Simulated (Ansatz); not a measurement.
**AlAsH2 (triplet): from Hartree-Fock to the top rungs, cc-pVTZ**

The task here is to estimate one member of a computed series from the others.

Computed with Ansatz 0.2.0, Gaussian basis. Level: cc-pVTZ, core rule «outside noble gas», up to 19 orbitals frozen.

The runs, in order: UHF; CCSD(T) on ROHF; CCSD(T) on UHF; BCCD(T) on ROHF; CCSDT(Q) on ROHF; CCSDT(Q) on UHF.

10 further runs of the same task are left out: 6 for a known fault of the program, 4 set aside as unsound or not needed.

## The system

The geometry is a PBE0/def2-TZVP stationary point (not a proven minimum) of the parent state, kept for this charge and spin. No spin-orbit coupling is included. The filled d shell of As may be among the frozen orbitals whatever the setting's name suggests; the logs give the count.

4 atoms, charge 0, spin multiplicity 3.

Atoms are counted from 1 here; the program's logs count them from 0.

Bond lengths: Al1–As2 2.346 Å, Al1–H3 1.590 Å, Al1–H4 1.590 Å. Angles: As2–Al1–H3 117.6°, As2–Al1–H4 117.6°, H3–Al1–H4 124.9°.

Geometry (Å):

```xyz
4
AlAsH2
Al    0.0000    0.0000    1.6771
As    0.0000    0.0000   -0.6689
H     0.0000    1.4093    2.4130
H     0.0000   -1.4093    2.4130
```

Set-up of the first run:

in.yaml reads:

```yaml
crystal:
  periodic: [false, false, false]
  atoms:
    - {symbol: Al, position_ang: [0.000000, 0.000000, 1.677141]}
    - {symbol: As, position_ang: [0.000000, 0.000000, -0.668915]}
    - {symbol: H, position_ang: [0.000000, 1.409286, 2.413008]}
    - {symbol: H, position_ang: [0.000000, -1.409286, 2.413008]}
basis:
  gaussian: {orbitals: cc-pVTZ}
magnetization: {spin_polarized: true, initial_magnetization: 2}
hamiltonian: {xc: hf}
output: {orbitals: {seedname: orbitals}}
```

The run is started by

```console
> ansatz run in.yaml --threads 1 --pin off --events-out ev --progress --plain --max-ram 2560MiB --backend cpu
```

Steps of the session up to this table: UHF; CCSD(T) on ROHF; CCSD(T) on UHF; BCCD(T) on ROHF; CCSDT(Q) on ROHF; CCSDT(Q) on UHF.

One of the session's tables, all rows but one given; the rest of the session is left out.

It belongs to the step «Misses and costs». 

```
   method  from UCCSDT(Q) (meV)
     ROHF               +5808.1
      UHF               +5668.3
     RMP2               +1126.7
     UMP2               +1153.2
    RCCSD                +230.1
    UCCSD                +217.5
 RCCSD(T)                     ?
 UCCSD(T)                 +39.4
  BCCD(T)                 +46.7
   RCCSDT                 +15.4
   UCCSDT                  +7.0
RCCSDT(Q)                  +8.4
UCCSDT(Q)                     0
```

Q: Estimate the row for RCCSD(T) from the others.

As computed: from UCCSDT(Q) (meV): +47.0. In the column «from UCCSDT(Q) (meV)» it lies between BCCD(T) (+46.7) and UCCSD (+217.5).

To keep in mind: Restricted and unrestricted rows rest on different reference determinants; where their highest levels disagree by more than a few hundredths of an eV, they describe different states and don't form one ladder.
